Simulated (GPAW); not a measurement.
The system is HfB.

```
CELL_PARAMETERS angstrom
0.00000 2.31000 2.31000
2.31000 0.00000 2.31000
2.31000 2.31000 0.00000
ATOMIC_POSITIONS crystal
Hf 0.50000 0.50000 0.50000
B 0.00000 0.00000 0.00000
```

| Property | Result |
| --- | --- |
| Program | GPAW 26.7.0 |
| Task | relaxation of cell and atoms |
| Functional | BLYP |
| Dispersion | D4 |
| Potentials or basis | PAW data sets generated in the run's folder for this functional |
| Cutoff | 800 eV |
| Basis | pw |
| k mesh | 10 × 10 × 10 |
| Occupations | fermi-dirac, width 0.05 eV |
| Spin | no spin polarisation |

At the start: pressure 28.6 GPa; volume 12.33 Å³/atom.

**Question.** Where does the relaxation end?

**Answer.** Over 4 steps the energy falls by 138.5 meV/atom and the volume is 14.03 Å³/atom (+13.8 %); space group Fm-3m (No. 225, to 0.05 Å).

The path:
| step | energy change (eV) | largest force (eV/Å) | pressure (GPa) | volume (Å³) |
| --- | --- | --- | --- | --- |
| 1 | 0.0000 | 0.0000 | 28.62 | 24.65 |
| 2 | -0.1671 | 0.0000 | 16.63 | 25.84 |
| 3 | -0.2756 | 0.0000 | 1.59 | 27.82 |
| 4 | -0.2770 | 0.0000 | 0.11 | 28.05 |

Final structure:
```yaml
crystal:
  lattice:
    - [-0.00001, 2.41167, 2.41167]
    - [2.41167, -0.00001, 2.41167]
    - [2.41167, 2.41167, -0.00001]
  atoms:
    - { symbol: Hf, position: [0.50000, 0.50000, 0.50000] }
    - { symbol: B, position: [0.00000, 0.00000, 0.00000] }
```

Caveat: later steps reuse the first step's grids; pairwise dispersion overbinds metals, which lowers pressure and volume.
